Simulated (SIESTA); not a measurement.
# Bi3Te2S under changes of volume

One of the cells (34.020 Å³/atom); the others are scaled copies at fixed shape and fractional positions:

```
Bi Te S
1.0
     4.37858    0.00000    0.00000
    -2.18929    3.79196    0.00000
     0.00000    0.00000   24.58758
Bi Te S
6 4 2
Direct
  0.66667 0.33333 0.46481
  0.33333 0.66667 0.53519
  0.33333 0.66667 0.28747
  0.66667 0.33333 0.71253
  0.00000 0.00000 0.11659
  0.00000 0.00000 0.88341
  0.00000 0.00000 0.36074
  0.00000 0.00000 0.63926
  0.66667 0.33333 0.20339
  0.33333 0.66667 0.79661
  0.33333 0.66667 0.06670
  0.66667 0.33333 0.93330
```

The cell comes from a database or a generator and needn't be the stable form of this composition.

| Item | Value |
| --- | --- |
| Program | SIESTA 5.4.2 |
| Functional | LDA |
| Potentials or basis | PseudoDojo 0.4 standard (LDA files) |
| Basis | DZP (energy shift 0.003 Ry; two zetas on semicore shells) |
| Grid cutoff | 500 Ry |
| Energy shift | 0.003 Ry |
| k mesh | 5 × 5 × 2 |
| Occupations | fermi-dirac, width 0.05 eV |
| Spin | no spin polarisation |

```tsv
volume (Å³/atom)	energy over the lowest point (meV/atom)	pressure (GPa)	gap on the mesh (eV)	largest force (eV/Å)
31.979	0.00	0.3	0.08	0.365
32.659	1.22	-0.9	0.08	0.227
33.339	7.08	-1.9	0.09	0.201
34.020	?	?	?	?
34.700	30.76	-3.6	0.09	0.234
35.381	47.72	-4.3	0.10	0.334
36.061	67.57	-5.0	0.10	0.424
```

Question: What does the run at 34.020 Å³/atom give?

Answer: Energy over the lowest point 17.08 meV/atom; pressure -2.8 GPa; gap on the mesh 0.09 eV; largest force 0.177 eV/Å.

Worked out: A Birch-Murnaghan fit of order 3 (a polynomial in V^(-2/3)) to the other rows has its minimum at 32.15 Å³/atom with B0 = V·E''(V) = 56 GPa and B' = 4.5 at fixed shape and positions, which overstates the stiffness. It gives 17.09 meV/atom at 34.020 Å³/atom, against the run's 17.08, and -dE/dV = -2.8 GPa, against -2.8.

Energies are extrapolated to zero smearing.

Caveats: spin-orbit coupling is left out, which as a rule narrows the gap of such compounds by several tenths of an eV; an odd mesh through Γ misses points on the zone boundary, where band edges often lie; the basis of atomic orbitals isn't converged, which shifts pressures, moduli and gaps.
